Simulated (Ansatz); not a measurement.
**CH7PSeSi: inversion of the pyramid at P4**

Aim: the minimum-energy path and barrier of the inversion of the pyramid at P4. The ends are relaxed first, then joined by a nudged elastic band. SMILES of the start: C[Se][SiH2]P.

All numbers below are computed with Ansatz 0.2.0 (RKS PBE-D4/def2-mTZVP).

## Step 1: Starting point

Bond lengths: C1–Se2 1.922 Å, Se2–Si3 2.299 Å, Si3–P4 2.285 Å, C1–H5 1.082 Å, C1–H6 1.170 Å, C1–H7 1.139 Å, Si3–H8 1.434 Å, Si3–H9 1.419 Å, P4–H10 1.486 Å, P4–H11 1.447 Å. Angles (14 of 16 angles, heavy atoms first): C1–Se2–Si3 92.0°, Se2–Si3–P4 107.2°, Se2–C1–H5 114.3°, Se2–C1–H6 109.4°, Se2–C1–H7 110.1°, Se2–Si3–H8 108.2°, Se2–Si3–H9 108.5°, P4–Si3–H8 108.2°, P4–Si3–H9 111.8°, Si3–P4–H10 89.3°, Si3–P4–H11 91.6°, H5–C1–H6 108.2°, H5–C1–H7 110.1°, H6–C1–H7 104.3°.

Structure file:

```xyz
11

C     0.3362    1.9590    0.3521
Se   -0.1361    0.6807    1.7070
Si   -0.8378   -0.8442    0.1354
P     1.0098   -1.5096   -1.0330
H     1.0869    1.6106   -0.3456
H    -0.6202    2.2514   -0.2559
H     0.6725    2.9346    0.8341
H    -1.3667   -1.9850    0.8242
H    -1.7958   -0.2190   -0.7034
H     0.2284   -2.6475   -1.5830
H     1.4882   -2.2880    0.0888
```

## Step 2: End point A

Input file input.yaml:

```yaml
crystal:
  periodic: [false, false, false]
  atoms:
    - { symbol: C, position_ang: [0.3362, 1.959, 0.3521] }
    - { symbol: Se, position_ang: [-0.1361, 0.6807, 1.707] }
    - { symbol: Si, position_ang: [-0.8378, -0.8442, 0.1354] }
    - { symbol: P, position_ang: [1.0098, -1.5096, -1.033] }
    - { symbol: H, position_ang: [1.0869, 1.6106, -0.3456] }
    - { symbol: H, position_ang: [-0.6202, 2.2514, -0.2559] }
    - { symbol: H, position_ang: [0.6725, 2.9346, 0.8341] }
    - { symbol: H, position_ang: [-1.3667, -1.985, 0.8242] }
    - { symbol: H, position_ang: [-1.7958, -0.219, -0.7034] }
    - { symbol: H, position_ang: [0.2284, -2.6475, -1.583] }
    - { symbol: H, position_ang: [1.4882, -2.288, 0.0888] }
basis:
  gaussian: { orbitals: def2-mTZVP }
hamiltonian:
  xc: pbe
  dispersion: d4
relax:
  f_tol: 0.015
  max_steps: 40
```

Launch:

```
ansatz run input.yaml --threads 2 --pin off --max-ram 3072MiB --backend cpu --events-out ev --progress --plain --runs-dir out
```

Standard output, cut to the lines that bear on the results:

```text
Warning: RAYON_NUM_THREADS=2 ignored (pool sized by the plan → 2); use --threads N
[...]
Functional definition: PBE
[...]
1297 factors; their error is unknown
[...]
mean field -83647.79975232 eV, -3073.9999423827 hartree, gradient 3.1e-5 eV, S^2 0.000000; 0 other end points of the search recorded, 0 dependent functions left out
[...]
reference -83647.79979780 eV, -3073.9999440542 hartree; 38, 38 occupied and 82, 82 virtual orbitals, 1297 factors
relax step   1: F+E_penalty+E_count = -83648.10459305 eV  Δ(F+E_penalty+E_count) = +0.000e0 eV  max|allowed force component| = 2.517e0 eV/Å  Δτ_max = 0.0000 Å  (29 SCF iters, accepted)
[...]
relax step   6: F+E_penalty+E_count = -83648.42709530 eV  Δ(F+E_penalty+E_count) = -8.151e-4 eV  max|allowed force component| = 7.126e-2 eV/Å  Δτ_max = 0.0663 Å  (30 SCF iters, accepted)
[...]
relax step   7: F+E_penalty+E_count = -83648.42826390 eV  Δ(F+E_penalty+E_count) = -1.169e-3 eV  max|allowed force component| = 1.009e-2 eV/Å  Δτ_max = 0.0136 Å  (31 SCF iters, accepted)
1297 factors; their error is unknown
[...]
mean field -83648.13243219 eV, -3074.0121681424 hartree, gradient 1.0e-5 eV, S^2 0.000000; 1 other end points of the search recorded, 0 dependent functions left out
[...]
reference -83648.13247820 eV, -3074.0121698334 hartree; 38, 38 occupied and 82, 82 virtual orbitals, 1297 factors
Total energy: -83648.42830992 eV, -3074.0230414483 hartree
Atom 0 at     0.319763     2.076989     0.330491 Å, force    -0.000731     0.006167    -0.003843 eV/Å
Atom 1 at    -0.222668     0.733393     1.683876 Å, force     0.002764    -0.005098     0.010093 eV/Å
Atom 2 at    -0.817662    -0.901791     0.192585 Å, force    -0.004810     0.001651    -0.008413 eV/Å
Atom 3 at     0.990629    -1.557664    -1.032924 Å, force     0.001385     0.003679     0.005279 eV/Å
Atom 4 at     1.110623     1.678224    -0.313256 Å, force     0.001818    -0.002656    -0.001733 eV/Å
Atom 5 at    -0.546191     2.380487    -0.267337 Å, force     0.002355     0.003497    -0.005653 eV/Å
Atom 6 at     0.702923     2.940223     0.886110 Å, force    -0.003907    -0.005251     0.001528 eV/Å
Atom 7 at    -1.435091    -1.987388     1.018687 Å, force    -0.002096     0.000170     0.004558 eV/Å
Atom 8 at    -1.830910    -0.384424    -0.785755 Å, force    -0.000662    -0.000649     0.001481 eV/Å
Atom 9 at     0.289040    -2.625837    -1.692902 Å, force     0.001658     0.000786     0.003029 eV/Å
Atom 10 at     1.504943    -2.409211     0.001123 Å, force     0.002225    -0.002296    -0.006325 eV/Å
Dipole moment:    -0.022797     0.005321    -0.163185 e Å
```

Wall time 24 s (2 threads of Arm Neoverse V1, shared host); peak memory 0.18 GiB.

Step by step:

| step | energy from step 1 (eV) | largest force component (eV/Å) |
| --- | --- | --- |
| 1 | 0.0000 | 2.5173 |
| 2 | -0.2530 | 1.0110 |
| 3 | -0.3134 | 0.2683 |
| 4 | -0.3210 | 0.0968 |
| 5 | -0.3217 | 0.0905 |
| 6 | -0.3225 | 0.0713 |
| 7 | -0.3237 | 0.0101 |

Step 1 is the start.

After: Bond lengths: C1–Se2 1.983 Å, Se2–Si3 2.292 Å, Si3–P4 2.281 Å, C1–H5 1.095 Å, C1–H6 1.095 Å, C1–H7 1.096 Å, Si3–H8 1.497 Å, Si3–H9 1.500 Å, P4–H10 1.438 Å, P4–H11 1.435 Å. Angles (14 of 16 angles, heavy atoms first): C1–Se2–Si3 96.3°, Se2–Si3–P4 110.4°, Se2–C1–H5 110.6°, Se2–C1–H6 110.1°, Se2–C1–H7 106.5°, Se2–Si3–H8 105.4°, Se2–Si3–H9 110.7°, P4–Si3–H8 114.5°, P4–Si3–H9 106.5°, Si3–P4–H10 94.2°, Si3–P4–H11 93.9°, H5–C1–H6 110.6°, H5–C1–H7 109.4°, H6–C1–H7 109.6°.

## Step 3: Relaxing end B

The second end starts from a geometry with the move made by hand.

input.yaml, as its differences from that of step 2:

```diff
@@ -12,4 +12,4 @@
     - { symbol: H, position_ang: [-1.7958, -0.219, -0.7034] }
-    - { symbol: H, position_ang: [0.2284, -2.6475, -1.583] }
-    - { symbol: H, position_ang: [1.4882, -2.288, 0.0888] }
+    - { symbol: H, position_ang: [0.55716, -0.68308, -2.18186] }
+    - { symbol: H, position_ang: [1.79884, -0.43185, -0.47706] }
 basis:
```

Launch:

```
ansatz run input.yaml --threads 2 --pin off --max-ram 3072MiB --backend cpu --events-out ev --progress --plain --runs-dir out
```

Standard output, cut to the lines that bear on the results:

```text
Warning: RAYON_NUM_THREADS=2 ignored (pool sized by the plan → 2); use --threads N
[...]
Functional definition: PBE
[...]
1297 factors; their error is unknown
[...]
mean field -83647.71219136 eV, -3073.9967245767 hartree, gradient 1.6e-5 eV, S^2 0.000000; 0 other end points of the search recorded, 0 dependent functions left out
[...]
reference -83647.71223537 eV, -3073.9967261942 hartree; 38, 38 occupied and 82, 82 virtual orbitals, 1297 factors
relax step   1: F+E_penalty+E_count = -83648.02642353 eV  Δ(F+E_penalty+E_count) = +0.000e0 eV  max|allowed force component| = 2.528e0 eV/Å  Δτ_max = 0.0000 Å  (30 SCF iters, accepted)
[...]
relax step   4: F+E_penalty+E_count = -83648.38414247 eV  Δ(F+E_penalty+E_count) = -7.043e-3 eV  max|allowed force component| = 1.427e-1 eV/Å  Δτ_max = 0.0356 Å  (31 SCF iters, accepted)
[...]
Atom 1 at    -0.130215     0.765815     1.636567 Å, force    -0.014864     0.005903    -0.002365 eV/Å
Atom 2 at    -0.779572    -0.851487     0.140549 Å, force     0.007122     0.000903     0.006797 eV/Å
Atom 3 at     0.741498    -1.532776    -1.411462 Å, force     0.002775    -0.014882     0.001528 eV/Å
Atom 4 at     1.053688     1.892273    -0.355171 Å, force     0.000934     0.006112    -0.007269 eV/Å
Atom 5 at    -0.671111     2.403321    -0.283128 Å, force    -0.003396    -0.006596     0.006558 eV/Å
Atom 6 at     0.517323     3.078629     0.868928 Å, force     0.002330     0.003984     0.008390 eV/Å
Atom 7 at    -1.147592    -2.032676     0.982100 Å, force     0.005402     0.004675    -0.002651 eV/Å
Atom 8 at    -1.981500    -0.406197    -0.638913 Å, force    -0.001586     0.006666    -0.000316 eV/Å
Atom 9 at     1.022617    -0.206323    -1.886083 Å, force    -0.000209     0.008660    -0.007808 eV/Å
Atom 10 at     1.850785    -1.533416    -0.500103 Å, force    -0.001962    -0.004826     0.000432 eV/Å
Dipole moment:     0.099544     0.276832    -0.131479 e Å
```

Run time: 41 s. Hardware: 2 threads of Arm Neoverse V1, shared host; peak memory 0.18 GiB.

Relaxation path:

| step | energy from step 1 (eV) | largest force component (eV/Å) |
| --- | --- | --- |
| 1 | 0.0000 | 2.5281 |
| 2 | -0.2828 | 1.0239 |
| 3 | -0.3507 | 0.2756 |
| 4 | -0.3577 | 0.1427 |
| 5 | -0.3673 | 0.0672 |
| 6 | -0.3744 | 0.4763 |
| 7 | -0.4039 | 0.0754 |
| 8 | -0.4152 | 0.1168 |
| 9 | -0.4204 | 0.0262 |
| 10x | -0.4195 | 0.2422 |
| 11 | -0.4207 | 0.0856 |
| 12 | -0.4208 | 0.1283 |
| 13 | -0.4232 | 0.0149 |

Step 1 is the start. 1 step was tried and not accepted (marked x).

After: Bond lengths: C1–Se2 1.981 Å, Se2–Si3 2.297 Å, Si3–P4 2.277 Å, C1–H5 1.095 Å, C1–H6 1.096 Å, C1–H7 1.095 Å, Si3–H8 1.496 Å, Si3–H9 1.500 Å, P4–H10 1.437 Å, P4–H11 1.436 Å. Angles (14 of 16 angles, heavy atoms first): C1–Se2–Si3 96.8°, Se2–Si3–P4 117.8°, Se2–C1–H5 110.4°, Se2–C1–H6 110.7°, Se2–C1–H7 106.5°, Se2–Si3–H8 105.0°, Se2–Si3–H9 110.9°, P4–Si3–H8 108.1°, P4–Si3–H9 105.7°, Si3–P4–H10 94.6°, Si3–P4–H11 94.8°, H5–C1–H6 110.5°, H5–C1–H7 109.3°, H6–C1–H7 109.4°.

## Step 4: Nudged elastic band

crystal.atoms is end A as relaxed above, and neb.final_atoms is end B, turned to lie on A. With 7 inner images the band has 9 in all.

Input file input.yaml:

```yaml
crystal:
  periodic: [false, false, false]
  atoms:
    - { symbol: C, position_ang: [0.319763, 2.076989, 0.330491] }
    - { symbol: Se, position_ang: [-0.222668, 0.733393, 1.683876] }
    - { symbol: Si, position_ang: [-0.817662, -0.901791, 0.192585] }
    - { symbol: P, position_ang: [0.990629, -1.557664, -1.032924] }
    - { symbol: H, position_ang: [1.110623, 1.678224, -0.313256] }
    - { symbol: H, position_ang: [-0.546191, 2.380487, -0.267337] }
    - { symbol: H, position_ang: [0.702923, 2.940223, 0.88611] }
    - { symbol: H, position_ang: [-1.435091, -1.987388, 1.018687] }
    - { symbol: H, position_ang: [-1.83091, -0.384424, -0.785755] }
    - { symbol: H, position_ang: [0.28904, -2.625837, -1.692902] }
    - { symbol: H, position_ang: [1.504943, -2.409211, 0.001123] }
basis:
  gaussian: { orbitals: def2-mTZVP }
hamiltonian:
  xc: pbe
  dispersion: d4
neb:
  order_check: false
  images: 7
  f_tol: 0.05
  max_iterations: 60
  initial_path: idpp
  final_atoms:
    - { symbol: C, position_ang: [0.40681641, 1.83766735, 0.1944447] }
    - { symbol: Se, position_ang: [-0.25364689, 0.66956988, 1.65238103] }
    - { symbol: Si, position_ang: [-1.01837166, -1.03066913, 0.31082095] }
    - { symbol: P, position_ang: [0.49857834, -2.11206191, -0.99914055] }
    - { symbol: H, position_ang: [1.22667537, 1.34975638, -0.34350136] }
    - { symbol: H, position_ang: [-0.40583987, 2.0937127, -0.49421577] }
    - { symbol: H, position_ang: [0.77913906, 2.75043504, 0.67205606] }
    - { symbol: H, position_ang: [-1.61611533, -2.02830132, 1.25224901] }
    - { symbol: H, position_ang: [-2.08122269, -0.53556308, -0.62496364] }
    - { symbol: H, position_ang: [1.00442047, -0.91105798, -1.60369314] }
    - { symbol: H, position_ang: [1.52496579, -2.14048693, 0.00426073] }
```

Launch:

```
ansatz run input.yaml --threads 2 --pin off --max-ram 3072MiB --backend cpu --events-out ev --progress --plain --runs-dir out
```

Standard output, cut to the lines that bear on the results:

```text
Warning: RAYON_NUM_THREADS=2 ignored (pool sized by the plan → 2); use --threads N
[...]
Functional definition: PBE
[...]
1297 factors; their error is unknown
[...]
mean field -83648.13242150 eV, -3074.0121677495 hartree, gradient 1.1e-5 eV, S^2 0.000000; 0 other end points of the search recorded, 0 dependent functions left out
[...]
reference -83648.13246765 eV, -3074.0121694457 hartree; 38, 38 occupied and 82, 82 virtual orbitals, 1297 factors
1297 factors; their error is unknown
[...]
mean field -83648.15319484 eV, -3074.0129311556 hartree, gradient 1.2e-5 eV, S^2 0.000000; 0 other end points of the search recorded, 0 dependent functions left out
[...]
reference -83648.15323970 eV, -3074.0129328041 hartree; 38, 38 occupied and 82, 82 virtual orbitals, 1297 factors
NEB end point (image 0): max|allowed force component| = 1.008e-2 eV/Å (the criterion of neb.relax_end_points is 1.000e-2)
[...]
Atom 2 at    -1.032703    -0.838005     0.527069 Å, force    -0.013994    -0.007216    -0.001208 eV/Å
Atom 3 at     0.541919    -1.859178    -0.603714 Å, force    -0.004863     0.001805     0.004585 eV/Å
Atom 4 at     1.112834     1.232738    -0.457142 Å, force    -0.006745    -0.002790    -0.001852 eV/Å
Atom 5 at    -0.291996     2.354293    -0.588488 Å, force     0.002329    -0.000764     0.000084 eV/Å
Atom 6 at     1.092624     2.766724     0.474777 Å, force    -0.002486     0.005296     0.002248 eV/Å
Atom 7 at    -1.650027    -1.669962     1.604828 Å, force     0.000941     0.000529    -0.002898 eV/Å
Atom 8 at    -2.013201    -0.590495    -0.579125 Å, force     0.002536     0.000954     0.004043 eV/Å
Atom 9 at     0.454190    -2.055224    -1.994564 Å, force     0.003664    -0.003198    -0.009571 eV/Å
Atom 10 at     1.725910    -2.401409    -0.070468 Å, force     0.006017     0.000287     0.002172 eV/Å
Dipole moment:     0.129950     0.064003    -0.264868 e Å
this run last wrote the band of iteration 9 to <dir>; this run last wrote the band within `neb.f_tol` of iteration 7 to <dir>
```

Run time: 2.9 min. Hardware: 2 threads of Arm Neoverse V1, shared host; peak memory 0.18 GiB.

(Part 1 of 2 ends here.)
